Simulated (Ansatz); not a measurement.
# GaH7SSi2: one species, many methods

The task here is to estimate one member of a computed series from the others.

The runs use Ansatz 0.2.0, Gaussian basis; functionals in def2-TZVPP, the program's frozen cores in correlated methods.

Plan: LDA (SPW92), PBE-D4, revPBE-D4, BLYP-D4, r2SCAN-D4, B97M-V, PBE0-D4, B3LYP-D4, r2SCANh-D4, r2SCAN0-D4, HSE06-D4, BHLYP-D4, CAM-B3LYP-D4, LC-ωPBE, ωB97X-V, ωB97M-V, B2PLYP, PBE-QIDH; CCSD(T)/def2-SVP; CCSD(T)/def2-TZVPP; MP2/def2-QZVPP; extrapolation to the limit; RPA on PBE.

## The geometry

The geometry comes from an earlier relaxation with PBE0-D4 in a triple-zeta def2 set; it is a stationary point, not always the lowest conformer.

SMILES `[SiH3][SiH2][S][GaH2]`, 11 atoms, charge 0, spin multiplicity 1.

Atoms are counted from 1 here; the program's logs count them from 0.

Bond lengths: Si1–Si2 2.350 Å, Si1–H5 1.486 Å, Si1–H6 1.489 Å, Si1–H7 1.489 Å, Si2–S3 2.145 Å, Si2–H8 1.489 Å, Si2–H9 1.487 Å, S3–Ga4 2.200 Å, Ga4–H10 1.558 Å, Ga4–H11 1.563 Å. Angles: Si2–Si1–H5 111.8°, Si2–Si1–H6 109.4°, Si2–Si1–H7 109.6°, H5–Si1–H6 108.4°, H5–Si1–H7 108.8°, H6–Si1–H7 108.7°, Si1–Si2–S3 113.4°, Si1–Si2–H8 110.0°, Si1–Si2–H9 109.4°, S3–Si2–H8 110.5°, S3–Si2–H9 105.6°, H8–Si2–H9 107.7°, Si2–S3–Ga4 100.9°, S3–Ga4–H10 115.6°, S3–Ga4–H11 117.6°, H10–Ga4–H11 126.8°.

Set-up of the first run:

Input file in.yaml:

```yaml
crystal:
  periodic: [false, false, false]
  atoms:
    - {symbol: Si, position_ang: [-1.392124, 0.971898, 0.041430]}
    - {symbol: Si, position_ang: [-0.071225, -0.443481, 1.372905]}
    - {symbol: S, position_ang: [1.987484, -0.503831, 0.772142]}
    - {symbol: Ga, position_ang: [1.780333, -0.677682, -1.411617]}
    - {symbol: H, position_ang: [-2.120231, 0.217411, -1.011426]}
    - {symbol: H, position_ang: [-2.391773, 1.667247, 0.898169]}
    - {symbol: H, position_ang: [-0.527591, 1.993499, -0.610381]}
    - {symbol: H, position_ang: [-0.649719, -1.815326, 1.388250]}
    - {symbol: H, position_ang: [-0.063827, 0.059614, 2.772704]}
    - {symbol: H, position_ang: [3.114814, -0.785796, -2.208167]}
    - {symbol: H, position_ang: [0.333868, -0.683543, -2.004010]}
basis:
  gaussian: {orbitals: def2-TZVPP}
hamiltonian: {xc: lda}
output: {orbitals: {seedname: orbitals}}
```

Started as:

```console
$ ansatz run in.yaml --threads 4 --pin off --events-out ev --progress --plain --max-ram 10444MiB
```

Steps of the session up to this table: LDA; PBE-D4 (GGA); revPBE-D4 (GGA); BLYP-D4 (GGA); r2SCAN-D4 (meta-GGA); B97M-V (meta-GGA); B3LYP-D4 (hybrid); r2SCANh-D4 (hybrid); r2SCAN0-D4 (hybrid); HSE06-D4 (hybrid); BHLYP-D4 (hybrid); CAM-B3LYP-D4 (range-separated); LC-ωPBE (range-separated); ωB97X-V (range-separated); ωB97M-V (range-separated); B2PLYP (double hybrid); PBE-QIDH (double hybrid).

One table of the session follows, with a row left open; its other results are not shown here.

It belongs to the step «Orbital energies across the functionals». 

| functional | HOMO (eV) | LUMO (eV) | gap (eV) |
| --- | --- | --- | --- |
| LDA (SPW92) | -6.52 | -2.77 | 3.75 |
| PBE-D4 | -6.41 | -2.50 | 3.91 |
| revPBE-D4 | -6.36 | -2.38 | 3.98 |
| BLYP-D4 | -6.25 | -2.41 | 3.83 |
| r2SCAN-D4 | -6.66 | -2.28 | 4.39 |
| B97M-V | -6.80 | -2.49 | 4.31 |
| PBE0-D4 | -7.49 | -1.73 | 5.76 |
| B3LYP-D4 | -7.27 | -1.97 | 5.30 |
| r2SCANh-D4 | -7.06 | -2.00 | 5.06 |
| r2SCAN0-D4 | -7.66 | -1.60 | 6.06 |
| HSE06-D4 | ? | ? | ? |
| BHLYP-D4 | -8.45 | -0.97 | 7.48 |
| CAM-B3LYP-D4 | -8.72 | -0.83 | 7.90 |
| LC-ωPBE | -10.04 | 0.30 | 10.34 |
| ωB97X-V | -9.72 | 0.16 | 9.88 |
| ωB97M-V | -9.54 | -0.04 | 9.50 |

**Question.** Estimate the row for HSE06-D4.

As computed: HOMO (eV): -7.10; LUMO (eV): -2.10; gap (eV): 5.00. In the column «HOMO (eV)» it lies between B3LYP-D4 (-7.27) and r2SCANh-D4 (-7.06).
